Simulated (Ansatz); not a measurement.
# Ca (Calcium): the cost of one run

Computed with Ansatz 0.2.0, driven from Python. Level of theory: DFT PBEsol, plane waves, PAW.

The COD cell was measured well above room temperature, so it is larger than a cold one.

## Step 1: Starting point

Ca Im-3m: It takes space group Im-3m (No. 229, cubic). The conventional cell has a = 4.480 Å, b = 4.480 Å, c = 4.480 Å, α = 90.00°, β = 90.00°, γ = 90.00°. Ca (site symmetry m-3m) is surrounded by 8 Ca at 3.88 Å.

Sr Im-3m: It takes space group Im-3m (No. 229, cubic). The conventional cell has a = 4.870 Å, b = 4.870 Å, c = 4.870 Å, α = 90.00°, β = 90.00°, γ = 90.00°. Sr (site symmetry m-3m) is surrounded by 8 Sr at 4.22 Å.

Ba Im-3m: It takes space group Im-3m (No. 229, cubic). Conventional cell: a = 5.013 Å, b = 5.013 Å, c = 5.013 Å, α = 90.00°, β = 90.00°, γ = 90.00°. Ba (site symmetry m-3m) has 8 Ba at 4.34 Å as nearest neighbours.

The script holds or builds the structure itself.

## Step 2: The code

Contents of trend.py:

```python
"""Trends along isostructural compounds in space group Im-3m, after relaxing cells and atoms."""

import warnings

import ansatz as az
import numpy as np

FUNCTIONAL = "PBEsol"
TOLERANCE = 1e-06
KSPACING = 0.3
FILLING = "fermi_dirac"
SIGMA = 0.05

PHASES = {
    "Ca": (
        [(-2.24, 2.24, 2.24), (2.24, -2.24, 2.24), (2.24, 2.24, -2.24)],
        [
            ("Ca", (0.0, 0.0, 0.0)),
        ],
    ),
    "Sr": (
        [(-2.435, 2.435, 2.435), (2.435, -2.435, 2.435), (2.435, 2.435, -2.435)],
        [
            ("Sr", (0.0, 0.0, 0.0)),
        ],
    ),
    "Ba": (
        [(-2.5065, 2.5065, 2.5065), (2.5065, -2.5065, 2.5065), (2.5065, 2.5065, -2.5065)],
        [
            ("Ba", (0.0, 0.0, 0.0)),
        ],
    ),
}


def build(vectors, sites):
    crystal = az.Crystal(lattice=az.Lattice.of(vectors))
    for symbol, position in sites:
        crystal = crystal.atom(symbol, position)
    return crystal


def run_phase(name, crystal, relax=True):
    calc = (
        crystal.calculation()
        .functional(FUNCTIONAL)
        .accuracy("low")
        .basis(20 * az.Ry, xc_grid=1)
        .scf(tolerance=TOLERANCE)
        .kpoints(spacing=KSPACING)
        .occupations(FILLING, width=SIGMA)
        .stress()
        .band_table()
    )
    if relax:
        calc = calc.relax(force_tolerance=0.02, max_steps=40, cell=True)
    return calc.run(threads=1, pin="off")

def bulk_modulus(name, outcome, step=0.02):
    # B = -V dP/dV from the pressures of two uniformly scaled cells, atoms held at their fractions
    pressure = []
    for factor in (1 - step, 1.0, 1 + step):
        cell = az.Crystal(lattice=az.Lattice.of(outcome.lattice.cell_ang * factor ** (1 / 3)))
        for site in outcome.report["lattice"]["sites"]:
            cell = cell.atom(site["symbol"], site["position_frac"])
        pressure.append(np.trace(run_phase(name, cell, relax=False).report["stress_gpa"]) / 3)
    slope, bend = (pressure[0] - pressure[2]) / (2 * step), abs(pressure[0] + pressure[2] - 2 * pressure[1])
    # a jump of mesh or basis between the cells shows as a kink: no modulus then
    return float(slope) if bend < 12 * step**2 * abs(slope) + 0.15 and abs(pressure[1]) < 1.5 else float("nan")


def volume_per_atom(outcome):
    return abs(np.linalg.det(outcome.lattice.cell_ang)) / len(outcome.lattice.sites)

warnings.simplefilter("ignore")

phases = {name: build(*cell) for name, cell in PHASES.items()}

done = {}
for name, crystal in phases.items():
    try:
        done[name] = run_phase(name, crystal)
    except az.NonConvergedError as error:
        print(name, "did not converge:", str(error)[:120])

rows = [(name, volume_per_atom(o), bulk_modulus(name, o)) for name, o in done.items()]
print("  compound  V (A^3/atom)     B (GPa)")
for row in rows:
    print(f"{str(row[0]):>10}  {row[1]:12.3f}  {row[2]:10.0f}")
```

## Step 3: The calls as engine input

The engine receives this input (first run):

```yaml
crystal:
  lattice:
    - [-2.24, 2.24, 2.24]
    - [2.24, -2.24, 2.24]
    - [2.24, 2.24, -2.24]
  atoms:
    - { symbol: Ca, position: [0.0, 0.0, 0.0] }
accuracy: low
basis:
  ecutwfc: 272.11386245988
  xc_grid: 1
kpoints:
  mp_grid:
    kspacing: 0.3
hamiltonian:
  xc: pbesol
scf:
  convergence:
    dr2_threshold: 1.0e-06
  occupations:
    method: fermi_dirac
    width: 0.05
relax:
  f_tol: 0.02
  max_steps: 40
  cell: {}
output:
  stress: true
  eigenvalues: true
```

## Step 4: Launch

Launch:

```
$ python trend.py
```

What time and memory should one allow on 1 thread of Arm Neoverse V2, shared host?

About 15 s, with a peak of 0.35 GiB.
